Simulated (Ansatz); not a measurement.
Geometry optimisation, Ansatz 0.2.0, DFT PBE-D3(BJ), scalar-relativistic, plane waves, PAW.

The input (input.yaml):

```yaml
crystal:
  lattice:
    - [5.9, 0.0, 0.0]
    - [-4.425, 7.664325, 0.0]
    - [0.0, 0.0, 4.6846]
  atoms:
    - { symbol: Ti, position: [0.0, 0.0, 0.0] }
    - { symbol: Ti, position: [0.16666666, 0.22222222, 0.5] }
    - { symbol: Ti, position: [-1.0e-08, 0.33333333, 0.0] }
    - { symbol: Ti, position: [0.16666666, 0.55555554, 0.5] }
    - { symbol: Ti, position: [-1.0e-08, 0.66666665, 0.0] }
    - { symbol: Ti, position: [0.16666665, 0.88888887, 0.5] }
    - { symbol: Ti, position: [0.5, 0.0, 0.0] }
    - { symbol: Ti, position: [0.66666666, 0.22222222, 0.5] }
    - { symbol: Ti, position: [0.49999999, 0.33333333, 0.0] }
    - { symbol: Ti, position: [0.66666666, 0.55555554, 0.5] }
    - { symbol: Ti, position: [0.49999999, 0.66666665, 0.0] }
    - { symbol: Ti, position: [0.66666665, 0.88888887, 0.5] }
    - { symbol: H, position: [0.49343929, 0.32805272, 0.40138771] }
basis:
  ecutwfc: 420.0
kpoints:
  mp_grid: { grid: [3, 2, 4] }
hamiltonian:
  xc: pbe
  dispersion: d3bj
scf:
  occupations: { method: gaussian, width: 0.15 }
  lower_state_search: "off"
relax:
  f_tol: 0.03
  max_steps: 60
  adjacent_minimum: "off"
```

Command:

```bash
$ ansatz run input.yaml --threads 4 --pin off --max-ram 10240MiB --backend cpu --events-out ev --progress --plain --runs-dir out
```

Q: Where does it end, and by what steps?

A: The run converged. Limits of this set-up: coarse k mesh, odd electron count without spin, a small cell, in which the defect meets its images. After 3 steps the energy has fallen by 0.120 eV; Ti10 moved furthest, 0.10 Å.

| step | energy less start (eV) | largest force component (eV/Å) | accepted |
| --- | --- | --- | --- |
| 0 | 0.0000 | 0.845 | yes |
| 1 | -0.0992 | 0.372 | yes |
| 2 | -0.1186 | 0.058 | yes |
| 3 | -0.1199 | 0.013 | yes |

```xyz
13
Lattice="5.9000 0.0000 0.0000 -4.4250 7.6643 0.0000 0.0000 0.0000 4.6846" Properties=species:S:1:pos:R:3
Ti -0.017 -0.031 -0.041
Ti -0.046 1.659 2.368
Ti -1.477 2.534 -0.004
Ti -1.475 4.255 2.357
Ti -2.936 5.133 0.011
Ti -2.941 6.820 2.329
Ti 2.962 -0.006 -0.023
Ti 2.990 1.668 2.378
Ti 1.469 2.542 -0.014
Ti 1.485 4.335 2.403
Ti -0.012 5.113 0.001
Ti -0.013 6.797 2.320
H 1.472 2.572 1.849
```

Whether the end is a true minimum wasn't checked by a vibrational analysis.

Run time: 6.3 s on 4 threads of AMD EPYC 9R45 96-Core Processor (Zen 5) (shared host), peak memory 0.84 GiB.
